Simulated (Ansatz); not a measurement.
Task: a comparison of functionals at one structure of Au, space group P6_3/mmc, with Ansatz 0.2.0, Python API. Give the script and its output. Settings (first run): LDA, PAW, cutoff 380 eV, 5×5×3 k-points, Methfessel-Paxton smearing of 0.1 eV. The script varies functional: lda, pbesol, blyp.

Input file `au.xyz`:
```text
2
Lattice="2.9 0.0 0.0 -1.45 2.51147367 0.0 0.0 0.0 4.88" Properties=species:S:1:pos:R:3 pbc="T T T"
Au   -0.00000000    1.67431578    3.66000000
Au    1.45000000    0.83715789    1.22000000
```

Script `au.py`:
```python
'''Functional comparison for Au (totals differ with the potentials too).'''

import warnings

import ansatz as az


def main() -> None:
    warnings.simplefilter('ignore', az.DeckWarning)

    cell = az.Crystal.from_extxyz('au.xyz')

    calculation = (
        cell.calculation()
        .basis(380)
        .accuracy('low')
        .kpoints(mesh=(5, 5, 3), center='gamma')
        .occupations('Methfessel-Paxton')
        .scf(tolerance=1e-07, max_iterations=60, extra_bands=16)
    )

    rows = []
    for value in ['lda', 'pbesol', 'blyp']:
        data = calculation.functional(value).run(threads=1).report
        rows.append((value, data['free_energy_ev'] / len(data['lattice']['sites']), data['n_iterations'], data['n_kpoints']))

    print('  functional   F/atom (eV)    iterations      k-points')
    for row in rows:
        print(f'{str(row[0]):>12s}  {row[1]:12.5f}  {row[2]:12d}  {row[3]:12d}')


if __name__ == '__main__':
    main()
```

`python au.py` gives:
```text
  functional   F/atom (eV)    iterations      k-points
         lda  -12864.97089             5            10
      pbesol  -13007.14410             5            10
        blyp  -13176.01098             6            10
```

The cutoff lies under the one recommended for these potentials. BLYP can be off by several per cent in the lattices of metals, and by several GPa in the pressure at a fixed cell. The mesh is modest for a metal, so energies can be off by several to tens of meV an atom and pressures by half a GPa or more; differences at equal mesh fare better. Spin-orbit coupling, which matters for elements this heavy, is left out. This isn't the structure that Au takes at ambient conditions. Total energies of different functionals can't be compared; pressures, moments and gaps at this one structure can. The script silences the warnings on its input, which a real study should read. Finished in 1.8 s on 1 thread of Arm Neoverse V2, with other jobs on the host, peak memory 0.31 GiB.

(Lines on the test bed's own set-up are left out of the output.)
